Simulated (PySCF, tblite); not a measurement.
# C2H6N4Si2: geometry, infrared bands and NMR shifts

Aim: predict the infrared bands and NMR shifts of C2H6N4Si2 (`N#C[Si](N)(C#N)N[SiH3]`).

Programs: tblite 0.8.0 and PySCF 2.14.0, with density-fitted response routines of our own. Each step states its level of theory. These are calculated values for one molecule in the gas phase, unless marked as measured. Atoms are numbered from 0 throughout.

### Step 1. The starting structure

14 atoms, charge 0, multiplicity 1; geometry from: force field or distance geometry start.

Bonds of the start (Å): N0–C1 1.15, C1–Si2 1.91, Si2–N3 1.71, Si2–C4 1.89, C4–N5 1.17, Si2–N6 1.69, N6–Si7 1.70, N3–H8 1.01, N3–H9 1.03, N6–H10 1.02, Si7–H11 1.47, Si7–H12 1.46, Si7–H13 1.47.

### Step 2. Optimising the geometry with GFN2-xTB

Job settings and geometry (Å):

```
{"job": {"kind": "relax", "xc": "GFN2-xTB", "basis": "xTB"}, "charge": 0, "multiplicity": 1}
N     -2.400700     2.072300     0.836100
C     -1.710600     1.281000     0.360800
Si    -0.582600    -0.067400    -0.380600
N     -1.442300    -1.543200    -0.533300
C      0.079300     0.495500    -2.060000
N      0.503200     0.837000    -3.095600
N      0.541600    -0.732000     0.686500
Si     1.761000     0.396600     1.040500
H     -2.352600    -1.372200    -0.927900
H     -1.619000    -1.870000     0.431100
H      0.946700    -1.544600     0.229300
H      1.131700     1.614300     1.580400
H      2.480100     0.669000    -0.205100
H      2.663600    -0.236700     2.015600
```

The run is started by

```
OMP_NUM_THREADS=1 python probes_run.py task.json out
```

One launch serves the whole session: the jobs run in the order shown.

**Question.** This job is followed by: GFN2-xTB harmonic vibrations, gas phase; GIAO PBE0/pcSseg-1 NMR shielding, non-relativistic, gas phase. Predict these results of the whole session: strongest single infrared mode (GFN2-xTB); zero-point energy (GFN2-xTB); 13C shifts against TMS (PBE0/pcSseg-1, means over atoms taken as alike); 1H shifts against TMS (PBE0/pcSseg-1, means over atoms taken as alike); 15N shifts against NH3 (PBE0/pcSseg-1, means over atoms taken as alike); 29Si shifts against TMS (PBE0/pcSseg-1).

The runs gave:

| quantity | value |
| --- | --- |
| strongest single infrared mode (GFN2-xTB) | 803 cm⁻¹, 396 km/mol |
| zero-point energy (GFN2-xTB) | 51.8 kcal/mol |
| 13C shifts against TMS (PBE0/pcSseg-1, means over atoms taken as alike) | 123.9 ppm |
| 1H shifts against TMS (PBE0/pcSseg-1, means over atoms taken as alike) | 4.87, 1.20, 0.42 ppm |
| 15N shifts against NH3 (PBE0/pcSseg-1, means over atoms taken as alike) | 357.5, 27.4, 18.8 ppm |
| 29Si shifts against TMS (PBE0/pcSseg-1) | -56.4, -74.5 ppm |

What this shows: The optimisation took 88 steps and gained 0.807 eV; among the close pairs (by a distance rule), N6–Si7 changed most, from 1.699 to 1.745 Å. All 36 modes are real, so the xTB geometry is a minimum. The strongest single mode, at 803 cm⁻¹, has its largest shares on H11, H12 and H13 (the list is cut at 3 atoms). Unscaled tight-binding wavenumbers are off by several per cent, some by more. Its intensities can rank the bands wrongly. At PBE0/pcSseg-1: Shielding is most anisotropic at N0, N5 (span 584 ppm, paramagnetic term -427 ppm).
